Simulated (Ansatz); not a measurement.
# BrClF3H2OTa: the cost of one run

All numbers below are computed with Ansatz 0.2.0 (RKS PBE/def2-SVP).

## Step 1: The structure to begin with

Bond lengths: Ta1–Cl2 2.820 Å, Ta1–F3 1.930 Å, Ta1–O4 2.020 Å, O4–H5 1.010 Å, Ta1–F6 1.930 Å, Ta1–F7 1.930 Å, Ta1–Br8 2.950 Å. Angles (14 of 16 angles, heavy atoms first): Cl2–Ta1–F3 90.0°, Cl2–Ta1–O4 90.0°, Cl2–Ta1–F6 120.0°, Cl2–Ta1–F7 120.0°, Cl2–Ta1–Br8 71.6°, F3–Ta1–O4 180.0°, F3–Ta1–F6 90.0°, F3–Ta1–F7 90.0°, F3–Ta1–Br8 59.6°, O4–Ta1–F6 90.0°, O4–Ta1–F7 90.0°, O4–Ta1–Br8 120.4°, F6–Ta1–F7 120.0°, F6–Ta1–Br8 148.6°.

Coordinates:

```xyz
9

Ta    0.0000    0.0000    0.0000
Cl    2.8200    0.0000    0.0000
F     0.0000    0.0000    1.9300
O     0.0000    0.0000   -2.0200
H    -0.6343   -0.7100   -2.3571
F    -0.9650    1.6714    0.0000
F    -0.9650   -1.6714    0.0000
Br    0.9302   -2.3695    1.4909
H     2.3056   -1.3257    0.8342
```

## Step 2: Pulling towards end A

Springs on the bonds that form and break draw the guess towards this end; the thresholds are loose.

The input, input.yaml:

```yaml
crystal:
  periodic: [false, false, false]
  atoms:
    - { symbol: Ta, position_ang: [0.0, 0.0, 0.0] }
    - { symbol: Cl, position_ang: [2.82, 0.0, 0.0] }
    - { symbol: F, position_ang: [0.0, 0.0, 1.93] }
    - { symbol: O, position_ang: [0.0, 0.0, -2.02] }
    - { symbol: H, position_ang: [-0.6343, -0.71, -2.3571] }
    - { symbol: F, position_ang: [-0.965, 1.6714, 0.0] }
    - { symbol: F, position_ang: [-0.965, -1.6714, 0.0] }
    - { symbol: Br, position_ang: [0.9302, -2.3695, 1.4909] }
    - { symbol: H, position_ang: [2.3056, -1.3257, 0.8342] }
basis:
  gaussian: { orbitals: def2-SVP }
hamiltonian:
  xc: pbe
relax:
  f_tol: 0.15
  max_steps: 25
  restrain:
    - { distance: [0, 7], at: 3.85, k: 30.0 }
    - { distance: [8, 1], at: 2.57, k: 30.0 }
    - { distance: [0, 1], at: 2.47, k: 30.0 }
    - { distance: [8, 7], at: 1.55, k: 30.0 }
```

On the command line:

```console
> ansatz run input.yaml --threads 4 --pin off --max-ram 5120MiB --backend cpu --events-out ev --progress --plain --runs-dir out
```

**Question.** How long does this run take on 4 threads of Intel Xeon Platinum 8375C at 2.90GHz (Ice Lake), shared host, and how much memory does it need?

About 26 s, with a peak of 0.25 GiB.
